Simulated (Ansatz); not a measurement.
**In₂H₄Br₂: up Jacob's ladder to CCSD(T)**

One table from this session's results is given with a row withheld; the runs are named, their logs left out.

The runs use Ansatz 0.2.0, Gaussian basis; functionals in def2-TZVPP, the program's frozen cores in correlated methods.

Levels to be run: LDA (SPW92), PBE-D4, revPBE-D4, BLYP-D4, r2SCAN-D4, B97M-V, PBE0-D4, B3LYP-D4, r2SCANh-D4, r2SCAN0-D4, HSE06-D4, BHLYP-D4, CAM-B3LYP-D4, LC-ωPBE, ωB97X-V, ωB97M-V, B2PLYP, PBE-QIDH; CCSD(T)/def2-SVP; CCSD(T)/def2-TZVPP; MP2/def2-QZVPP; extrapolation to the limit; RPA on PBE.

2 further runs of the same task are left out: 2 for a known fault of the program.

## The geometry

The geometry comes from an earlier relaxation with PBE0-D4 in a triple-zeta def2 set; it is a stationary point, not always the lowest conformer. In takes the def2 core potential; no spin-orbit term is included.

SMILES `[Br+]1[InH2-][Br+][InH2-]1`, 8 atoms, charge 0, spin multiplicity 1.

Atoms are counted from 1 here; the program's logs count them from 0.

Bond lengths: Br1–In2 2.704 Å, Br1–In4 2.704 Å, In2–Br3 2.704 Å, In2–H5 1.701 Å, In2–H6 1.700 Å, Br3–In4 2.704 Å, In4–H7 1.701 Å, In4–H8 1.700 Å. Angles: In2–Br1–In4 89.7°, Br1–In2–Br3 90.1°, Br1–In2–H5 104.0°, Br1–In2–H6 104.2°, Br3–In2–H5 104.0°, Br3–In2–H6 104.2°, H5–In2–H6 139.6°, In2–Br3–In4 89.7°, Br1–In4–Br3 90.1°, Br1–In4–H7 104.0°, Br1–In4–H8 104.2°, Br3–In4–H7 104.0°, Br3–In4–H8 104.2°, H7–In4–H8 139.6°.

Set-up of the first run:

Contents of in.yaml:

```yaml
crystal:
  periodic: [false, false, false]
  atoms:
    - {symbol: Br, position_ang: [-1.842568, 0.318983, -0.418386]}
    - {symbol: In, position_ang: [0.242948, 1.858385, 0.350877]}
    - {symbol: Br, position_ang: [1.776088, -0.351349, 0.628914]}
    - {symbol: In, position_ang: [-0.236018, -1.855330, -0.371222]}
    - {symbol: H, position_ang: [0.791661, 2.560684, -1.097394]}
    - {symbol: H, position_ang: [-0.135920, 2.307749, 1.946068]}
    - {symbol: H, position_ang: [0.192495, -2.085210, -2.000740]}
    - {symbol: H, position_ang: [-0.788697, -2.753923, 0.961883]}
basis:
  gaussian: {orbitals: def2-TZVPP}
hamiltonian: {xc: lda}
output: {orbitals: {seedname: orbitals}}
```

Started as:

```bash
$ ansatz run in.yaml --threads 2 --pin off --events-out ev --progress --plain --max-ram 32768MiB --backend cpu
```

Among the steps run: LDA; PBE-D4 (GGA); revPBE-D4 (GGA); BLYP-D4 (GGA); r2SCAN-D4 (meta-GGA); B97M-V (meta-GGA); PBE0-D4 (hybrid); B3LYP-D4 (hybrid); r2SCANh-D4 (hybrid); r2SCAN0-D4 (hybrid); HSE06-D4 (hybrid); BHLYP-D4 (hybrid); CAM-B3LYP-D4 (range-separated); LC-ωPBE (range-separated); ωB97X-V (range-separated); ωB97M-V (range-separated); B2PLYP (double hybrid); PBE-QIDH (double hybrid).

One of the session's tables, all rows but one given; the rest of the session is left out.

It belongs to the step «Orbital energies across the functionals». 

| functional | HOMO (eV) | LUMO (eV) | gap (eV) |
| --- | --- | --- | --- |
| LDA (SPW92) | -6.95 | -2.31 | 4.64 |
| PBE-D4 | -6.85 | -2.00 | 4.85 |
| revPBE-D4 | -6.82 | -1.87 | 4.94 |
| BLYP-D4 | -6.72 | -1.92 | 4.79 |
| r2SCAN-D4 | -7.18 | -1.67 | 5.51 |
| B97M-V | -7.30 | -1.88 | 5.42 |
| PBE0-D4 | -8.07 | -1.30 | 6.76 |
| B3LYP-D4 | -7.85 | -1.54 | 6.31 |
| r2SCANh-D4 | -7.62 | -1.44 | 6.18 |
| r2SCAN0-D4 | -8.28 | -1.10 | 7.18 |
| HSE06-D4 | ? | ? | ? |
| BHLYP-D4 | -9.16 | -0.63 | 8.53 |
| CAM-B3LYP-D4 | -9.36 | -0.51 | 8.86 |
| LC-ωPBE | -10.72 | 0.55 | 11.27 |
| ωB97X-V | -10.38 | 0.41 | 10.79 |
| ωB97M-V | -10.22 | 0.11 | 10.33 |

Estimate the missing values for HSE06-D4.

The run gave: HOMO (eV): -7.67; LUMO (eV): -1.65; gap (eV): 6.02. In the column «HOMO (eV)» it lies between B3LYP-D4 (-7.85) and r2SCANh-D4 (-7.62).
